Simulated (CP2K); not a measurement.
# C2H8PSi (SMILES C[Si](C)P), run twice

Aim: energy and gradient of C2H8PSi at GFN2-xTB.

The results are computed with CP2K 2026.2.

3 further runs of the same task are left out: 3 set aside as unsound or not needed.

### Step 1. The system as given

C2H8PSi: 12 atoms, total charge 0, spin state doublet. As SMILES, `C[Si](C)P`. The coordinates come from a GFN2-xTB relaxation. This is one conformer, not always the lowest.

Bond lengths: C1–Si2 1.917 Å, Si2–C3 1.917 Å, Si2–P4 2.256 Å, C1–H5 1.085 Å, C1–H6 1.087 Å, C1–H7 1.086 Å, C3–H8 1.086 Å, C3–H9 1.088 Å, C3–H10 1.085 Å, P4–H11 1.385 Å, P4–H12 1.385 Å. Some angles: C1–Si2–C3 108.1°, C1–Si2–P4 108.7°, C3–Si2–P4 108.7°, Si2–C1–H5 111.6°, Si2–C1–H6 110.0°, Si2–C1–H7 111.3°, Si2–C3–H8 111.5°, Si2–C3–H9 110.0°, Si2–C3–H10 111.5°, Si2–P4–H11 95.0°.

### Step 2. First attempt

run.inp

```
&global
   project run
   run_type FREQ
   print_level MEDIUM
&end global

&force_eval
   method Quickstep
   &dft
      charge 0
      multiplicity 2
      uks T
      &qs
         method XTB
         eps_default 1.0E-10
         &xtb
            gfn_type TBLITE
            &tblite
               method GFN2
            &end tblite
            check_atomic_charges F
         &end xtb
      &end qs
      &poisson
         periodic NONE
         poisson_solver ANALYTIC
      &end poisson
      &scf
         scf_guess ATOMIC
         eps_scf 1.0E-06
         max_scf 150
         added_mos 8
         &diagonalization
            algorithm STANDARD
         &end diagonalization
         &mixing
            method DIRECT_P_MIXING
            alpha 0.4
         &end mixing
         &smear ON
            method FERMI_DIRAC
            electronic_temperature [K] 300
         &end smear
      &end scf
      &print
         &moments
            periodic F
            reference COM
            max_moment 1
         &end moments
         &mo ON
            energies T
            occupation_numbers T
            ndigits 6
            &each
               qs_scf 0
            &end each
            add_last NUMERIC
         &end mo
         &hirshfeld OFF
         &end hirshfeld
      &end print
   &end dft
   &subsys
      &cell
         abc [angstrom] 20.5 21 19.1
         periodic NONE
      &end cell
      &coord
         UNIT bohr
         C     -0.9303311     3.0390387    -0.9493228
         Si     0.2961957    -0.3684588    -0.9882323
         C      2.8359687    -0.6801502     1.5750300
         P     -2.9296424    -2.9937419    -0.0477912
         H      0.5013821     4.3642658    -1.5807559
         H     -1.4823957     3.5664423     0.9579400
         H     -2.5711803     3.2552422    -2.1623947
         H      3.5092403    -2.6119794     1.7369229
         H      2.0638077    -0.1294273     3.3992394
         H      4.4506452     0.5222636     1.1841780
         H     -4.0817895    -2.7865523    -2.3879335
         H     -1.6618818    -5.1769614    -0.7368798
      &end coord
      &topology
         &center_coordinates
         &end center_coordinates
      &end topology
   &end subsys
   &print
      &forces ON
      &end forces
   &end print
&end force_eval
```

The run is started by

```
$ OMP_NUM_THREADS=1 cp2k.psmp -i run.inp -o run.out
```

Log:

```text
*******************************************************************************
 *   ___                                                                       *
 *  /   \                                                                      *
 * [ABORT]                                                                     *
 *  \___/                   invalid value for enumeration:FREQ                 *
 *    |                                                                        *
 *  O/|                                                                        *
 * /| |                                                                        *
 * / \                                     input/input_enumeration_types.F:215 *
 *******************************************************************************

 ===== Routine Calling Stack =====

            4 val_create_parsing
            3 section_vals_parse
            2 section_vals_parse
            1 read_input

Program received signal SIGABRT: Process abort signal.

Backtrace for this error:
#0  0x4cc351b2f957 in ???
#1  0x4cc3723e4cac in __pthread_kill_implementation
#2  0x4cc37238bfb7 in raise
#3  0x4cc372375d37 in abort
#4  0x4cc352202d83 in ???
#5  0x4cc352204297 in ???
#6  0x4cc352204497 in ???
#7  0x4cc35236226f in ???
#8  0x4cc35237183b in ???
#9  0x4cc35237367b in ???
#10  0x4cc3523738f7 in ???
#11  0x4cc351c49807 in ???
#12  0x4cc3524b4e8b in ???
#13  0x4cc3524b9d0b in ???
#14  0x4cc351bd0db3 in ???
#15  0x4cc351bcef13 in ???
#16  0x4cc372376573 in __libc_start_call_main
#17  0x4cc372376657 in __libc_start_main_impl
#18  0x4cc351bcf06f in ???
#19  0xffffffffffffffff in ???
```

Run time: 0.22 s. Hardware: 1 thread of Arm Neoverse V1, shared host.

### Step 3. Reading the log

The input was rejected.

The telling line is `\___/                   invalid value for enumeration:FREQ`. The fault: unknown run type.

### Step 4. Try two

calc.inp

```
&global
  project calc
  run_type ENERGY_FORCE
  print_level MEDIUM
&end global

&force_eval
  method QS
  &dft
    charge 0
    multiplicity 2
    spin_polarized T
    ! Quickstep
    &qs
      method XTB
      eps_default 1.0E-10
      &xtb
        gfn_type TBLITE
        &tblite
          method GFN2
        &end tblite
        check_atomic_charges F
      &end xtb
    &end qs
    &poisson
      periodic NONE
      poisson_solver ANALYTIC
    &end poisson
    ! self-consistent field
    &scf
      scf_guess ATOMIC
      eps_scf 1.0E-06
      max_scf 150
      added_mos 8
      &diagonalization
        algorithm STANDARD
      &end diagonalization
      &mixing
        method DIRECT_P_MIXING
        alpha 0.4
      &end mixing
      &smear ON
        method FERMI_DIRAC
        electronic_temperature [K] 300
      &end smear
    &end scf
    &print
      &moments
        periodic F
        reference COM
        max_moment 1
      &end moments
      &mo ON
        energies T
        occupation_numbers T
        ndigits 6
        &each
          qs_scf 0
        &end each
        add_last NUMERIC
      &end mo
      &hirshfeld OFF
      &end hirshfeld
    &end print
  &end dft
  ! structure
  &subsys
    ! box in angstrom
    &cell
      abc [angstrom] 20.5 21 19.1
      periodic NONE
    &end cell
    &coord
      UNIT bohr
      C     -0.9303311     3.0390387    -0.9493228
      Si     0.2961957    -0.3684588    -0.9882323
      C      2.8359687    -0.6801502     1.5750300
      P     -2.9296424    -2.9937419    -0.0477912
      H      0.5013821     4.3642658    -1.5807559
      H     -1.4823957     3.5664423     0.9579400
      H     -2.5711803     3.2552422    -2.1623947
      H      3.5092403    -2.6119794     1.7369229
      H      2.0638077    -0.1294273     3.3992394
      H      4.4506452     0.5222636     1.1841780
      H     -4.0817895    -2.7865523    -2.3879335
      H     -1.6618818    -5.1769614    -0.7368798
    &end coord
    &topology
      &center_coordinates
      &end center_coordinates
    &end topology
  &end subsys
  ! extra output
  &print
    &forces ON
    &end forces
  &end print
&end force_eval
```

The run is started by

```
$ OMP_NUM_THREADS=1 cp2k.psmp -i calc.inp > calc.out 2>&1
```

Log:

```text
CP2K| version string:                                       CP2K version 2026.2
[...]
 GLOBAL| Method name                                                        CP2K
[...]
 GLOBAL| Run type                                                   ENERGY_FORCE
[...]
                             - Atoms:                                         12
[...]
                             - Spherical basis functions:                     34
[...]
 Number of electrons:                                                         13
[...]
  *** SCF run converged in    18 steps ***
[...]
  Fermi energy:                                                -0.30279756854954
[...]
 TB_DIPOLE| Moment [Debye]          1.80386946       1.06978564      -1.11018353
 TB_DIPOLE| Derivative [a.u.]       0.00000000       0.00000000       0.00000000
[...]
 ENERGY| Total FORCE_EVAL ( QS ) energy [hartree]            -12.544661136190079
 FORCES| Atomic forces [hartree/bohr]
 FORCES|   Atom     x               y               z               |f|
 FORCES|      1  1.69397397E-04 -3.96495690E-04 -5.52778907E-04   7.01048380E-04
 FORCES|      2 -4.22168152E-05  2.46747842E-04  7.01518994E-04   7.44846062E-04
 FORCES|      3 -6.21826257E-05 -1.16731371E-04 -2.17285654E-04   2.54373637E-04
 FORCES|      4 -1.69097113E-05 -1.15710617E-04 -1.28376120E-04   1.73652853E-04
 FORCES|      5  1.67628491E-04  8.08465867E-05  2.35805178E-05   1.87594036E-04
 FORCES|      6 -2.00098396E-04  6.71311207E-05  3.43572808E-04   4.03222308E-04
 FORCES|      7 -1.39561492E-04  4.51340861E-05 -8.90708541E-05   1.71604525E-04
 FORCES|      8  2.06840199E-05 -4.93572403E-05 -2.51569294E-05   5.91340591E-05
 FORCES|      9 -2.54721206E-05 -3.28331784E-05 -7.65866823E-05   8.71341864E-05
 FORCES|     10  4.11682492E-05  5.02843543E-05 -5.12270794E-05   8.27499528E-05
 FORCES|     11  1.29362404E-04 -5.09092201E-05  1.11915828E-04   1.78469978E-04
 FORCES|     12 -4.17994002E-05  2.71893328E-04 -4.01059219E-05   2.77995785E-04
 FORCES| Sum    -1.90684057E-17 -2.40367622E-16  8.23451550E-17
[...]
```

Wall time 0.32 s (1 thread of Arm Neoverse V1, shared host).

### Step 5. What came out

Level: GFN2-xTB.

| quantity | value |
| --- | --- |
| total energy | -12.54466 Eh |
| dipole moment (from atomic charges alone) | 2.37 D |
| HOMO energy (highest over α and β) | -8.46 eV |
| LUMO energy (lowest over α and β) | -8.02 eV |
| largest force on an atom | 0.038 eV/Å |

In words: The dipole comes from point charges on the atoms alone, without atomic dipoles, so it is partial.
